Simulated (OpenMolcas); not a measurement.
# Cu⁴⁺ among point charges: CASSCF and CASPT2 levels and susceptibility

How does a field of 4 point charges split the states of Cu⁴⁺, and what χT follows?

Method: state-averaged CASSCF and CASPT2, spin-orbit coupling by RASSI with atomic mean-field integrals. Code: OpenMolcas 26.06.

**1. The atom as given**

- Species: Cu⁴⁺ (copper, Z = 29, 25 electrons)
- Basis: ANO-RCC-VDZP [5s4p2d1f], 34 functions
- Scalar Hamiltonian: DKH2, point nucleus
- Inactive shells: 1s 2s 2p 3s 3p
- Active space: 7 electrons in 5 orbitals (3d)
- Some configurations of this space: 3d⁷
- Orbitals: optimised for each spin and parity, averaged over all roots

Outer shells as boxes (Hund's rule):

3d7
```
3d [↑↓][↑↓][↑ ][↑ ][↑ ]
```

The ion sits among 4 point charges of -1 e arranged as a square (D4h), 1.87 Å from the ion.

Each step is its own input file, run in one work folder so that later steps find the files of earlier ones. Labels, J, g values, rates, χT and fits are worked out afterwards by a script from the matrices that RASSI stores. The input lists half of the charges; inversion (Group=XYZ) makes the rest.

**2. One- and two-electron integrals**

a.inp reads:

```
&GATEWAY
Coord
1

Cu 0.0 0.0 0.0
Basis=ANO-RCC-VDZP
Group=XYZ
NoMove
AngMom=0.0 0.0 0.0
AMFI
XField
2 Angstrom 0
1.870000 0.000000 0.000000 -1.000000
0.000000 1.870000 0.000000 -1.000000
&SEWARD
```

The run is started by

```bash
$ OMP_NUM_THREADS=1 MOLCAS_MEM=1689 MOLCAS_PROJECT=a pymolcas a.inp > a.log
```

The log of the run:

```text
Basis set label: CU.ANO-RCC...5S4P2D1F.

      Electronic valence basis set:
      ------------------
      Associated Effective Charge  29.000000 au
      Associated Actual Charge     29.000000 au
      Nuclear Model: Point charge

      Shell  nPrim  nBasis  Cartesian Spherical Contaminant
         s      21       5        X
         p      15       4        X
         d      10       2                 X
         f       6       1                 X
                  Relativistic Douglas-Kroll-Hess integrals:
                    - DKH order of Hamiltonian: 2
                    - DKH order of Properties : 0
                  Atomic mean-field integrals
```

**3. Reference wave functions, quartets of even parity, 10 roots**

a.inp reads:

```
&RASSCF
FileOrb=start.orb
Symmetry=1
Spin=4
nActEl=7 0 0
Inactive=3 6
Ras2=5 0
CIRoot=10 10 1
SDav=10
CIMx=300
Iter=120 100
PrWF=0.3
OrbListing=Nothing
MaxOrb=0
>>> COPY $Project.JobIph JOB001
```

The run is started by

```bash
$ OMP_NUM_THREADS=1 MOLCAS_MEM=1689 MOLCAS_PROJECT=a pymolcas a.inp > a.log
```

start.orb holds the contracted functions of the basis, ordered by shell, or the orbitals of the step before.

The log of the run (excerpt; [...] marks lines left out):

```text
[...]
      Number of active orbitals                  5
[...]
      Spin quantum number                      1.5
[...]
      Active orbitals                            5   0
[...]
      Number of CSFs                            10
      Number of root(s) required                10
[...]
      Convergence after  8 iterations
[...]
      Natural orbitals and occupation numbers for root  1
      sym 1:   1.118010   1.881990   1.000000   1.881990   1.118010
      Natural orbitals and occupation numbers for root  2
      sym 1:   1.000000   1.809268   1.809268   1.190732   1.190732
      Natural orbitals and occupation numbers for root  3
      sym 1:   1.000000   1.190732   1.809268   1.809268   1.190732
::    RASSCF root number  1 Total energy:  -1653.41174464
::    RASSCF root number  2 Total energy:  -1653.40938448
::    RASSCF root number  3 Total energy:  -1653.40938448
[...]
::    RASSCF root number  7 Total energy:  -1653.39856865
::    RASSCF root number  8 Total energy:  -1653.30293922
::    RASSCF root number  9 Total energy:  -1653.30293922
::    RASSCF root number 10 Total energy:  -1653.27721686
```

**4. CASSCF: doublets of even parity, 40 roots**

a.inp reads:

```
&RASSCF
FileOrb=start.orb
Symmetry=1
Spin=2
nActEl=7 0 0
Inactive=3 6
Ras2=5 0
CIRoot=40 40 1
SDav=40
CIMx=300
Iter=120 100
PrWF=0.3
OrbListing=Nothing
MaxOrb=0
>>> COPY $Project.JobIph JOB002
```

The log of the run (excerpt; [...] marks lines left out):

```text
[...]
      Number of active orbitals                  5
[...]
      Spin quantum number                      0.5
[...]
      Active orbitals                            5   0
[...]
      Number of CSFs                            40
      Number of root(s) required                40
[...]
      Convergence after  7 iterations
[...]
      Natural orbitals and occupation numbers for root  1
      sym 1:   0.960006   1.614740   1.376376   1.614740   1.434136
      Natural orbitals and occupation numbers for root  2
      sym 1:   1.182541   1.586469   1.413508   1.586469   1.231013
      Natural orbitals and occupation numbers for root  3
      sym 1:   1.094614   1.452308   1.423238   1.530530   1.499310
::    RASSCF root number  1 Total energy:  -1653.30026570
::    RASSCF root number  2 Total energy:  -1653.29970800
::    RASSCF root number  3 Total energy:  -1653.29740913
[...]
::    RASSCF root number 27 Total energy:  -1653.24141836
::    RASSCF root number 28 Total energy:  -1653.24141836
::    RASSCF root number 29 Total energy:  -1653.15497104
::    RASSCF root number 30 Total energy:  -1653.15497104
```

**5. State interaction with spin-orbit coupling**

a.inp reads:

```
&RASSI
NrOfJobIphs=2 10 40
1 2 3 4 5 6 7 8 9 10
1 2 3 4 5 6 7 8 9 10 11 12 13 14 15 16 17 18 19 20 21 22 23 24 25 26 27
28 29 30 31 32 33 34 35 36 37 38 39 40
IphNames
JOB001
JOB002
EJob
SpinOrbit
DIPRint=1.0
SOCoupling=1000.0
Subsets=2
Property=9
'ANGMOM' 1 'ANGMOM' 2 'ANGMOM' 3 'MLTPL  1' 1 'MLTPL  1' 2 'MLTPL  1' 3
'AMFI' 1 'AMFI' 2 'AMFI' 3
SOProperty=3
'ANGMOM' 1 'ANGMOM' 2 'ANGMOM' 3
```

The log of the run:

```text
SPIN-FREE ENERGIES:
  (Shifted by EMIN (a.u.) =      -1653.4117446416)

 SF State       Relative EMIN(au)   Rel lowest level(eV)    D:o, cm**(-1)      L_eff

     1             0.0000000000        0.0000000000              0.0000         3.0
     2             0.0023601625        0.0642232944            517.9958         3.0
     3             0.0023601625        0.0642232944            517.9958         3.0
     4             0.0061524315        0.1674161900           1350.3026         3.0
     5             0.0121772098        0.3313587601           2672.5886         3.0
     6             0.0131759937        0.3585370527           2891.7964         3.0
     7             0.0131759937        0.3585370527           2891.7964         3.0
     8             0.1088054258        2.9607464675          23880.0307         1.0
     9             0.1088054258        2.9607464675          23880.0307         1.0
    11             0.1114789408        3.0334965153          24466.7994         4.0
    12             0.1120366458        3.0486724435          24589.2015         4.0
    13             0.1143355096        3.1112277135          25093.7438         4.0
    14             0.1143355096        3.1112277135          25093.7438         4.0
    15             0.1163341389        3.1656131879          25532.3923         4.0
    16             0.1181170597        3.2141289349          25923.6981         4.0
    17             0.1189805279        3.2376251010          26113.2075         4.0
    18             0.1189805279        3.2376251010          26113.2075         4.0
    19             0.1194058306        3.2491981772          26206.5507         4.0
    10             0.1345277847        3.6606875105          29525.4360         1.0
    20             0.1362890638        3.7086143554          29911.9920         4.9
    21             0.1362890638        3.7086143554          29911.9920         4.9
    22             0.1464901069        3.9861988789          32150.8622         4.4
    23             0.1476639897        4.0181418578          32408.4997         4.9
    24             0.1480007132        4.0273045710          32482.4020         1.7
    25             0.1480007132        4.0273045710          32482.4020         1.7
    26             0.1495191847        4.0686242872          32815.6680         2.4
    27             0.1542712377        4.1979342367          33858.6230         5.0
    28             0.1542712377        4.1979342367          33858.6230         5.0
    29             0.1578871674        4.2963286948          34652.2279         5.0
    30             0.1608949741        4.3781752863          35312.3651         5.0
    31             0.1612827282        4.3887266128          35397.4673         2.1
    32             0.1627558282        4.4288117037          35720.7754         5.0
    33             0.1627558282        4.4288117037          35720.7754         5.0
    34             0.1637987902        4.4571921454          35949.6791         4.9
    35             0.1688859003        4.5956194635          37066.1707         2.1
    36             0.1698112648        4.6207999156          37269.2647         2.0
    37             0.1703262827        4.6348142653          37382.2981         1.8
    38             0.1703262827        4.6348142653          37382.2981         1.8
    39             0.2567735989        6.9871655767          56355.2910         3.0
    40             0.2567735989        6.9871655767          56355.2910         3.0
Eigenvalues of complex Hamiltonian:
   -----------------------------------
  (Shifted by EMIN (a.u.) =      -1653.4117446416)

 SO State       Relative EMIN(au)   Rel lowest level(eV)    D:o, cm**(-1)     J-value

     1            -0.0063241532        0.0000000000              0.0000         4.4
     2            -0.0063241532        0.0000000000              0.0000         4.4
     3            -0.0053136210        0.0274979829            221.7862         4.2
     4            -0.0053136210        0.0274979829            221.7862         4.2
     5            -0.0025710977        0.1021258433            823.7005         3.6
     6            -0.0025710977        0.1021258433            823.7005         3.6
     7             0.0009786304        0.1987188672           1602.7758         3.2
     8             0.0009786304        0.1987188672           1602.7758         3.2
     9             0.0030963803        0.2563457772           2067.5681         2.7
    10             0.0030963803        0.2563457772           2067.5681         2.7
    11             0.0032489984        0.2604987258           2101.0639         2.9
    12             0.0032489984        0.2604987258           2101.0639         2.9
    13             0.0054735821        0.3210327337           2589.3036         2.4
    14             0.0054735821        0.3210327337           2589.3036         2.4
    15             0.0076983113        0.3815706994           3077.5752         2.5
    16             0.0076983113        0.3815706994           3077.5752         2.5
    17             0.0092662755        0.4242371788           3421.7036         2.1
    18             0.0092662755        0.4242371788           3421.7036         2.1
    19             0.0112154635        0.4772772861           3849.5009         1.9
    20             0.0112154635        0.4772772861           3849.5009         1.9
    21             0.0118610343        0.4948441635           3991.1873         2.6
    22             0.0118610343        0.4948441635           3991.1873         2.6
    23             0.0164089848        0.6186002004           4989.3471         1.9
    24             0.0164089848        0.6186002004           4989.3471         1.9
    25             0.0172063194        0.6402967804           5164.3418         1.6
    26             0.0172063194        0.6402967804           5164.3418         1.6
    27             0.0210701464        0.7454368678           6012.3538         1.1
    28             0.0210701464        0.7454368678           6012.3538         1.1
    29             0.1060098980        3.0567652563          24654.4745         1.2
    30             0.1060098980        3.0567652563          24654.4745         1.2
    31             0.1067857726        3.0778778800          24824.7593         1.7
    32             0.1067857726        3.0778778800          24824.7593         1.7
    33             0.1078129165        3.1058278891          25050.1913         1.8
    34             0.1078129165        3.1058278891          25050.1913         1.8
    35             0.1082564547        3.1178971788          25147.5367         2.0
    36             0.1082564547        3.1178971788          25147.5367         2.0
    37             0.1094279634        3.1497755542          25404.6531         2.9
    38             0.1094279634        3.1497755542          25404.6531         2.9
    39             0.1098091292        3.1601476037          25488.3093         1.4
    40             0.1098091292        3.1601476037          25488.3093         1.4
    41             0.1115141621        3.2065439147          25862.5208         3.8
Weights of the five most important spin-orbit-free states for each spin-orbit state.

 SO State  Total energy (au)           Spin-free states, spin, and weights
 -------------------------------------------------------------------------------------------------------
    1        -0.006324       1 1.5  0.5822    3 1.5  0.1970    2 1.5  0.1970    4 1.5  0.0176   19 0.5  0.0023
    2        -0.006324       1 1.5  0.5822    2 1.5  0.1970    3 1.5  0.1970    4 1.5  0.0176   19 0.5  0.0023
    3        -0.005314       1 1.5  0.4216    2 1.5  0.2432    3 1.5  0.2432    4 1.5  0.0798    5 1.5  0.0067
    4        -0.005314       1 1.5  0.4216    3 1.5  0.2432    2 1.5  0.2432    4 1.5  0.0798    5 1.5  0.0067
    5        -0.002571       2 1.5  0.3601    3 1.5  0.3601    4 1.5  0.1425    5 1.5  0.0674    1 1.5  0.0480
    6        -0.002571       2 1.5  0.3601    3 1.5  0.3601    4 1.5  0.1425    5 1.5  0.0674    1 1.5  0.0480
    7         0.000979       4 1.5  0.4868    2 1.5  0.1417    3 1.5  0.1417    5 1.5  0.0935    7 1.5  0.0448
    8         0.000979       4 1.5  0.4868    2 1.5  0.1417    3 1.5  0.1417    5 1.5  0.0935    6 1.5  0.0448
    9         0.003096       3 1.5  0.2526    2 1.5  0.2526    5 1.5  0.1289    7 1.5  0.1252    6 1.5  0.1252
   10         0.003096       2 1.5  0.2526    3 1.5  0.2526    5 1.5  0.1289    6 1.5  0.1252    7 1.5  0.1252
   11         0.003249       1 1.5  0.4647    4 1.5  0.1694    2 1.5  0.1591    3 1.5  0.1591    5 1.5  0.0339
   12         0.003249       1 1.5  0.4647    4 1.5  0.1694    3 1.5  0.1591    2 1.5  0.1591    5 1.5  0.0339
```

These steps took 10 s in all on 1 thread, shared host.

Spin-free states, with their symmetry labels:

```tsv
state	degeneracy	E (cm-1)	free-ion L (%)
4A2	1	0	F (99)
4E	2	518	F (99)
4B2	1	1350	F (100)
4B1	1	2673	F (100)
4E	2	2892	F (100)
4E	2	23880	P (99)
2A1	1	24467	G (95)
2A2	1	24589	G (96)
2E	2	25094	G (97)
2B2	1	25532	G (98)
2B1	1	25924	G (99)
2E	2	26113	G (98)
2A1	1	26207	G (98)
4A2	1	29525	P (99)
2E	2	29912	H (95)
2A2	1	32151	H (77)
2A1	1	32408	H (95)
2E	2	32482	P (65)
2A2	1	32816	P (77)
2E	2	33859	H (97)
2B1	1	34652	H (98)
2B2	1	35312	H (97)
2A1	1	35397	D (98)
2E	2	35721	H (97)
```

With spin-orbit coupling:

```tsv
E (cm-1)	Degeneracy	Label	2S+1	g
0.0	2	E1/2	4	1.55 6.62 6.62
221.8	2	E3/2	4	2.32 2.32 4.20
823.7	2	E3/2	4	1.81 1.81 6.61
1603	2	E1/2	4	2.66 2.66 5.34
2068	2	E1/2	4	0.55 0.55 2.41
2101	2	E3/2	4	1.72 1.72 3.31
2589	2	E1/2	4	2.41 2.41 5.71
3078	2	E3/2	4	0.44 0.44 4.25
3422	2	E1/2	4	2.13 2.13 3.53
3850	2	E1/2	4	0.14 0.14 7.12
3991	2	E3/2	4	0.90 3.01 3.01
4989	2	E1/2	4	0.37 0.37 2.74
5164	2	E3/2	4	2.22 2.22 3.53
6012	2	E3/2	4	0.02 1.00 1.00
24654	2	E3/2	4	0.05 0.05 7.99
24825	2	E3/2	4	0.05 0.05 3.99
25050	2	E1/2	4	0.70 1.21 1.21
25148	2	E1/2	2	1.32 1.32 8.06
25405	2	E1/2	2	1.77 1.77 5.43
25488	2	E1/2	4	2.02 2.02 3.58
25863	2	E3/2	2	3.53 3.61 3.61
26552	2	E3/2	2	1.60 3.57 3.57
26753	2	E1/2	2	0.73 5.15 5.15
27026	2	E1/2	2	0.03 0.03 6.54
```

The table of states holds 24 of 37 computed; the rest, higher up, is left out. Principal g values are given for doublets only; a zero marks a field direction without first-order Zeeman splitting.

Powder χT (cm³ K/mol): 2.85 at 2 K, 2.89 at 5 K, 2.97 at 10 K, 3.13 at 20 K, 3.60 at 50 K, 4.22 at 100 K, 4.56 at 150 K, 4.75 at 200 K, 4.87 at 250 K, 4.95 at 300 K.

[end of part 1 of 2]
